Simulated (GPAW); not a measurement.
# NbTe in GPAW: the effect of functional

The system is NbTe.

```
CELL_PARAMETERS angstrom
3.70297 0.00000 0.00000
-1.85149 3.20687 0.00000
0.00000 0.00000 3.69421
ATOMIC_POSITIONS crystal
Te 0.66667 0.33333 0.00000
Nb 0.00000 0.00000 0.50000
```

The cell comes from a database or a generator and needn't be the stable form of this composition.

Alike in all runs:

```yaml
Program: GPAW 26.7.0
Task: band structure
Cutoff: 600 eV
Basis: pw
k_mesh: 8 × 8 × 7
Occupations: fermi-dirac, width 0.05 eV
Spin: no spin polarisation
```

| functional | potentials or basis | pressure (GPa) |
| --- | --- | --- |
| LDA | the program's PAW data sets (release 1.2.1) made for this functional | -8.5 |
| PBE | GPAW PAW data sets (gpaw-data 1.2.1) | -1.5 |
| PBEsol | PAW data sets generated in the run's folder for this functional | -6.1 |
| RPBE | the program's PAW data sets (release 1.2.1) made for this functional | ? |
| revPBE | the program's PAW data sets (release 1.2.1) made for this functional | 0.1 |
| BLYP | PAW data sets generated in the run's folder for this functional | 5.5 |
| r2SCAN | GPAW PAW data sets (gpaw-data 1.2.1) | -2.1 |

Question: What does the run with functional RPBE give?

Answer: Pressure 0.7 GPa.

Caveats: the PAW data sets were made with another functional, which shifts forces and pressure a little (some runs).
